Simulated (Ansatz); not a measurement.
# AlRu: the cost of one run

All numbers are computed with Ansatz 0.2.0 through its Python package. Level of theory: DFT r2SCAN, plane waves, PAW.

## (1) The system

Symmetry: Pm-3m, No. 221, cubic system. Conventional cell: a = 2.992 Å, b = 2.992 Å, c = 2.992 Å, α = 90.00°, β = 90.00°, γ = 90.00°. Al (site symmetry m-3m) has 8 Ru at 2.59 Å as nearest neighbours. Around Ru (site symmetry m-3m) lie 8 Al at 2.59 Å.

The script holds or builds the structure itself.

## (2) The code

Contents of eos.py:

```python
"""Energy against volume for AlRu, with a fit."""

import ansatz
import numpy as np

config = {
    "functional": "r2SCAN",
    "occupations": "Fermi-Dirac",
    "width_ev": 0.15,
    "kgrid": (10, 10, 10),
}

vectors0 = np.array([
    [2.9916, 0.0, 0.0],
    [0.0, 2.9916, 0.0],
    [0.0, 0.0, 2.9916],
])
sites = [
    ("Al", [0.0, 0.0, 0.0]),
    ("Ru", [0.5, 0.5, 0.5]),
]


def build(cell):
    crystal = ansatz.Crystal(lattice=ansatz.Lattice.of(cell))
    for symbol, position in sites:
        crystal = crystal.atom(symbol, position)
    return crystal


def main() -> None:
    # uniform scaling of the cell
    volumes, energies = [], []
    for scale in np.linspace(0.94, 1.06, 7):
        cell = vectors0 * scale ** (1 / 3)
        base = build(cell).calculation()
        base = base.functional(config["functional"]).basis(24 * ansatz.Ha)
        base = base.occupations(config["occupations"], width=config["width_ev"])
        base = base.kpoints(*config["kgrid"])
        report = base.run(threads=1).report
        volumes.append(abs(np.linalg.det(cell)) / len(sites))
        energies.append(report["free_energy_ev"] / len(sites))
        print(f"V = {volumes[-1]:8.4f} A^3/atom  F = {energies[-1]:.5f} eV/atom")

    # third-order Birch-Murnaghan: a cubic in V^(-2/3)
    x = np.array(volumes) ** (-2 / 3)
    poly = np.polynomial.Polynomial.fit(x, energies, 3).convert()
    roots = poly.deriv().roots()
    x0 = min((r.real for r in roots if abs(r.imag) < 1e-9 and poly.deriv(2)(r.real) > 0), key=lambda r: abs(r - x.mean()))
    v0 = x0 ** -1.5
    b0 = 4 / 9 * poly.deriv(2)(x0) * v0 ** (-7 / 3) * 160.21766
    b1 = 4 + 2 / 3 * x0 * poly.deriv(3)(x0) / poly.deriv(2)(x0)
    print(f"V0 = {v0:.4f} A^3/atom, B0 = {b0:.1f} GPa, dB/dP = {b1:.2f}")


if __name__ == "__main__":
    main()
```

## (3) Running it

On the command line:

```sh
python eos.py
```

Q: Estimate wall time and peak memory on 1 thread of Arm Neoverse V2, shared host.

About 23 s, with a peak of 0.44 GiB.
